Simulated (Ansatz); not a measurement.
# FHSZn, SMILES [F][Zn][SH]: vertical and adiabatic energies of changing the electron count

Program: Ansatz 0.2.0 through its Python package.

The cells in order, each with its output:

```python
import ansatz as az
import numpy as np

config = {
    "basis": "def2-SVP",
    "functional": "b3lyp",
    "charge": 1,
}

geometry_ang = [
    ("F", (0.0079, 0.1222, 1.698)),
    ("Zn", (-0.9054, 0.2801, 0.5636)),
    ("S", (-0.2115, 0.0681, -1.149)),
    ("H", (1.1646, -0.5307, -1.1329)),
]
system = az.Crystal.molecule()
for symbol, xyz in geometry_ang:
    system = system.atom(symbol, xyz)
```

```python
calculation = system.calculation().basis(gaussian=config["basis"]).functional(config["functional"])
symbols = [site.symbol for site in system.cartesian_sites]
start = np.array([site.position_ang for site in system.cartesian_sites], dtype=float)
r = calculation.relax(force_tolerance=0.01, max_steps=100).run().report
end = np.array(r["positions_ang"])
```

```python
minimum = az.Crystal.molecule()
for symbol, place in zip(symbols, end):
    minimum = minimum.atom(symbol, place.tolist())
ion = minimum.calculation()
ion = ion.basis(gaussian=config["basis"])
ion = ion.functional(config["functional"])
ion = ion.charge(config["charge"])
ion = ion.spin("collinear", total=1)
vertical = ion.run().report
settled = ion.relax(force_tolerance=0.01, max_steps=80).run().report
print(f"vertical ionisation energy   {vertical['free_energy_ev'] - r['free_energy_ev']:.3f} eV")
print(f"adiabatic, no zero point     {settled['free_energy_ev'] - r['free_energy_ev']:.3f} eV")
print(f"relaxation energy of the ion {vertical['free_energy_ev'] - settled['free_energy_ev']:.3f} eV")
ionised = np.array(settled["positions_ang"])
print("final positions (A) and the move of each atom")
for symbol, xyz, old in zip(symbols, ionised, end):
    print(f"{symbol:2s} {xyz[0]:10.5f} {xyz[1]:10.5f} {xyz[2]:10.5f}   {np.linalg.norm(xyz - old):7.4f}")
```

    vertical ionisation energy   10.048 eV
    adiabatic, no zero point     9.922 eV
    relaxation energy of the ion 0.126 eV
    final positions (A) and the move of each atom
    F    -0.43583    0.28109    2.45724    0.0828
    Zn   -0.34207    0.16328    0.74357    0.1075
    S    -0.21748    0.00434   -1.58372    0.0611
    H     1.05098   -0.50901   -1.63739    0.1291

The energies are electronic: no zero-point or thermal terms, and the basis set is short of its limit. The product may relax into another structure. The relaxation finds the nearest minimum, so the adiabatic value is an upper bound. b3lyp holds the VWN-RPA fit, as in Gaussian; the form of ORCA and Turbomole is b3lyp5. It ran for 37 s on 1 thread of INTEL(R) XEON(R) PLATINUM 8581C CPU @ 2.10GHz (Emerald Rapids) (shared host), peak memory 0.27 GiB.
